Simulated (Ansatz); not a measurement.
**C₂H₇BSSi: one species, many methods**

An exercise on one series of results from a longer session: the logs are not shown, and one member is left open.

Computed with Ansatz 0.2.0, Gaussian basis. Level: functionals in def2-TZVPP, the program's frozen cores in correlated methods.

Plan: PBE-D4, r2SCAN-D4, PBE0-D4, B3LYP-D4, ωB97X-V, ωB97M-V, B2PLYP; CCSD(T)/def2-TZVPP; MP2/def2-QZVPP; extrapolation to the limit.

## The geometry

The geometry comes from an earlier relaxation with PBE0-D4 in a triple-zeta def2 set; it is a stationary point, not always the lowest conformer.

12 atoms, charge 0, spin multiplicity 1.

Atoms are counted from 1 here; the program's logs count them from 0.

Bond lengths: B1–S2 1.753 Å, B1–H6 1.191 Å, B1–H7 1.191 Å, S2–C3 1.768 Å, C3–C4 1.334 Å, C3–Si5 1.873 Å, C4–H8 1.085 Å, C4–H9 1.087 Å, Si5–H10 1.484 Å, Si5–H11 1.484 Å, Si5–H12 1.486 Å. Angles: S2–B1–H6 115.1°, S2–B1–H7 122.5°, H6–B1–H7 122.4°, B1–S2–C3 107.8°, S2–C3–C4 117.0°, S2–C3–Si5 122.7°, C4–C3–Si5 120.3°, C3–C4–H8 120.9°, C3–C4–H9 122.2°, H8–C4–H9 116.9°, C3–Si5–H10 111.3°, C3–Si5–H11 111.3°, C3–Si5–H12 105.9°, H10–Si5–H11 109.2°, H10–Si5–H12 109.5°, H11–Si5–H12 109.5°.

As a file:

```mol
C2H7BSSi
  3D, bonds by distance, orders not assigned

 12 11  0  0  0  0  0  0  0  0999 V2000
   -1.3458    1.8975   -0.1521 B   0  0
   -1.4308    0.5132    0.9197 S   0  0
   -0.0989   -0.5736    0.5049 C   0  0
    0.0075   -1.6988    1.2137 C   0  0
    1.1276   -0.1963   -0.8601 Si  0  0
   -2.1912    2.7197    0.0163 H   0  0
   -0.5042    2.0081   -0.9879 H   0  0
    0.8010   -2.4103    1.0130 H   0  0
   -0.6864   -1.9486    2.0122 H   0  0
    1.8713    1.0582   -0.5847 H   0  0
    0.4516   -0.0834   -2.1765 H   0  0
    2.0751   -1.3409   -0.8845 H   0  0
  1  2  8  0
  2  3  8  0
  3  4  8  0
  3  5  8  0
  1  6  8  0
  1  7  8  0
  4  8  8  0
  4  9  8  0
  5 10  8  0
  5 11  8  0
  5 12  8  0
M  END
```

The first run:

The input, in.yaml:

```yaml
crystal:
  periodic: [false, false, false]
  atoms:
    - {symbol: B, position_ang: [-1.345776, 1.897463, -0.152088]}
    - {symbol: S, position_ang: [-1.430773, 0.513197, 0.919695]}
    - {symbol: C, position_ang: [-0.098929, -0.573553, 0.504932]}
    - {symbol: C, position_ang: [0.007486, -1.698793, 1.213698]}
    - {symbol: Si, position_ang: [1.127599, -0.196328, -0.860053]}
    - {symbol: H, position_ang: [-2.191182, 2.719670, 0.016251]}
    - {symbol: H, position_ang: [-0.504234, 2.008114, -0.987920]}
    - {symbol: H, position_ang: [0.800950, -2.410319, 1.012976]}
    - {symbol: H, position_ang: [-0.686415, -1.948622, 2.012198]}
    - {symbol: H, position_ang: [1.871307, 1.058189, -0.584747]}
    - {symbol: H, position_ang: [0.451628, -0.083438, -2.176496]}
    - {symbol: H, position_ang: [2.075138, -1.340879, -0.884547]}
basis:
  gaussian: {orbitals: def2-TZVPP}
hamiltonian: {xc: pbe, dispersion: d4}
output: {forces: true, orbitals: {seedname: orbitals}}
```

Run with:

```sh
$ ansatz run in.yaml --threads 4 --pin off --events-out ev --progress --plain --max-ram 10444MiB
```

Steps of the session up to this table: PBE-D4 (GGA); r2SCAN-D4 (meta-GGA); PBE0-D4 (hybrid); B3LYP-D4 (hybrid); ωB97X-V (range-separated); ωB97M-V (range-separated); B2PLYP (double hybrid); CCSD(T) in def2-TZVPP; MP2 in def2-QZVPP.

One of the session's tables, all rows but one given; the rest of the session is left out.

```
            method  atomisation energy (eV)
            PBE-D4                   45.370
         r2SCAN-D4                   44.924
           PBE0-D4                   44.831
          B3LYP-D4                   44.759
           ωB97X-V                   44.814
           ωB97M-V                   44.848
            B2PLYP                   44.178
     HF/def2-TZVPP                   33.614
    MP2/def2-TZVPP                   43.990
   CCSD/def2-TZVPP                   42.823
CCSD(T)/def2-TZVPP                   43.490
           MP2/CBS                   45.057
       CCSD(T)/CBS                        ?
```

Q: Estimate the row for CCSD(T)/CBS from the others.

**Answer.** atomisation energy (eV): 44.558. In the column «atomisation energy (eV)» it lies between B2PLYP (44.178) and B3LYP-D4 (44.759).

To keep in mind: Free atoms (1 B, 1 S, 2 C, 1 Si, 7 H) were run apart at each level; the atomisation energy is their sum less the molecule, without zero-point or spin-orbit terms.
